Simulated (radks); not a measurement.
**Ce⁴⁺ in [Xe]: an all-electron calculation**

The task here is to estimate one member of a computed series from the others.

Program: radks (a radial shooting solver on a logarithmic mesh, Libxc functionals) version 1. Level of theory: scalar-relativistic Kohn-Sham, SCAN, spin-unpolarised, spherical densities, finite nucleus. These are calculated values, not measurements, unless marked.

## The system

- element: cerium (Z = 58)
- charge: +4
- electrons: 54
- configuration: [Xe]
- nuclear rms radius: 4.8771 fm

The outer shells:

Ce⁴⁺
```
[Kr] core
4d [↑↓][↑↓][↑↓][↑↓][↑↓]
5s [↑↓]
5p [↑↓][↑↓][↑↓]
```

Set-up of the first run:

The run's settings:

```text
Z 58
configuration [Xe]
relativity scalar-relativistic
functional scan,scan
spin unpolarised
nucleus finite rms 4.8771 fm
c 137.035999084
```

Started as:

```sh
$ python run_ks.py task.json out
```

All runs below come from this command, one after another.

One table of the session follows, with a row left open; its other results are not shown here.

It belongs to the step «Shells». Radial moments (bohr):

```
level      <r>  outermost maximum (interpolated)  90 % within  nodes
   1s  0.02457                            0.0157       0.0443      0
   2s   0.1052                            0.0890        0.163      1
   2p  0.09237                            0.0717        0.150      0
   3s   0.2781                             0.254        0.408      2
   3p   0.2764                             0.249        0.414      1
   3d   0.2537                             0.206        0.396      0
   4s   0.6354                             0.592        0.911      3
   4p   0.6717                             0.618        0.975      2
   4d        ?                                 ?            ?      ?
   5s    1.466                              1.35         2.09      4
   5p    1.641                              1.49         2.35      3
```

Q: Estimate the row for 4d from the others.

**Answer.** <r>: 0.7375; outermost maximum (interpolated): 0.649; 90 % within: 1.11; nodes: 1. In the column «<r>» it lies between 4p (0.6717) and 5s (1.466).
